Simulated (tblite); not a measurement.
# C4H10ClFSi: the cost of one run

The runs use tblite 0.8.0 and PySCF 2.14.0, with density-fitted response routines of our own; the level of theory stands in each step. All values are computed, except where a source is named. Atoms count from 0, in the outputs and in this text.

## Step 1: The molecule as given

17 atoms, charge 0, multiplicity 1; geometry from: force field or distance geometry start.

Bonds of the start (Å): C0–C1 1.53, C1–C2 1.53, C2–C3 1.54, C3–Cl4 1.80, C2–Si5 1.93, Si5–F6 1.60, C0–H7 1.09, C0–H8 1.09, C0–H9 1.09, C1–H10 1.10, C1–H11 1.11, C2–H12 1.09, C3–H13 1.09, C3–H14 1.09, Si5–H15 1.48, Si5–H16 1.48.

## Step 2: Relaxing the molecule with GFN2-xTB

Job settings and geometry (Å):

```
{"job": {"kind": "relax", "xc": "GFN2-xTB", "basis": "xTB"}, "charge": 0, "multiplicity": 1}
C      2.141200    -0.092700     0.020500
C      0.770200    -0.762100    -0.124100
C     -0.304800     0.142500    -0.724400
C     -0.543300     1.472200     0.024800
Cl    -0.956100     1.237200     1.760200
Si    -1.950900    -0.791800    -1.079000
F     -1.612000    -1.927500    -2.160000
H      2.887900    -0.811800     0.356500
H      2.114100     0.713600     0.760700
H      2.458800     0.322600    -0.932100
H      0.903300    -1.653300    -0.753400
H      0.459400    -1.149300     0.868100
H      0.031700     0.432600    -1.719400
H     -1.344600     2.053300    -0.419800
H      0.354900     2.094500     0.005800
H     -2.942000     0.149200    -1.643900
H     -2.474800    -1.417300     0.161300
```

Started as:

```bash
OMP_NUM_THREADS=1 python probes_run.py task.json out
```

One launch serves the whole session: the jobs run in the order shown.

Q: Estimate the wall time of this first job on 1 thread of Arm Neoverse N1, shared host.

About 1.1 s.
